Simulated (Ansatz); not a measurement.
Consider an atomisation energy of CH3NTe, SMILES N=C[TeH] (the Python package of Ansatz (0.2.0)).

The script reads `ch3nte.xyz`:
```text
6

N    -1.04880   -0.58440   -0.40650
C    -0.07960    0.22900   -0.35490
Te    0.46610    1.06970    1.48970
H    -1.31160   -0.94170   -1.32060
H     0.50060    0.45210   -1.26450
H     1.51540   -0.28870    1.81050
```

`run_tae.py`:
```python
'''Energy to split CH3NTe into its atoms.'''

from collections import Counter

import ansatz as az


def total_energy(molecule, charge=0, unpaired=0):
    calc = (
        molecule.calculation()
        .basis(gaussian='x2c-TZVPPall')
        .correlation('ccsd_t')
        .accuracy('medium')
        .scf(lower_state_search='off')
    )
    if charge:
        calc = calc.charge(charge)
    if unpaired:
        calc = calc.spin('collinear', total=unpaired)
    return calc.run(threads=1).report['free_energy_ev']

mol = az.Crystal.molecule_from_extxyz('ch3nte.xyz')

# unpaired electrons of the ground-state atoms
unpaired = {'N': 3, 'C': 2, 'Te': 2, 'H': 1}
counts = Counter(site.symbol for site in mol.cartesian_sites)
atom_energy = {s: total_energy(az.Crystal.molecule().atom(s, (0, 0, 0)), 0, unpaired[s]) for s in counts}
whole = total_energy(mol, 0, 0)
for s, e in atom_energy.items():
    print(f'{s:2s} x{counts[s]}  {e:14.5f} eV')
print(f'CH3NTe: {whole:.5f} eV')
split = sum(counts[s] * e for s, e in atom_energy.items()) - whole
print(f'atomisation energy (no zero-point term): {split:.3f} eV, {split / sum(counts.values()):.3f} eV an atom')
```

What does it cost to take this molecule apart into atoms?

19.038 eV from the electronic energies, without the zero-point term.

What the script printed:

```console
$ python run_tae.py
N  x1     -1484.25201 eV
C  x1     -1028.48148 eV
Te x1   -184804.88482 eV
H  x3       -13.60070 eV
CH3NTe: -187377.45808 eV
atomisation energy (no zero-point term): 19.038 eV, 3.173 eV an atom
```

The settings weren't tested for convergence. The geometry is a force-field or estimated start, not a minimum of this method, and the basis set is short of its limit. All parts are taken at fixed geometry, without zero-point energy. The spin-orbit lowering of heavy atoms is left out. It ran for 41 s on 1 thread of Intel(R) Xeon(R) Processor @ 2.30GHz (shared host), peak memory 1.4 GiB.
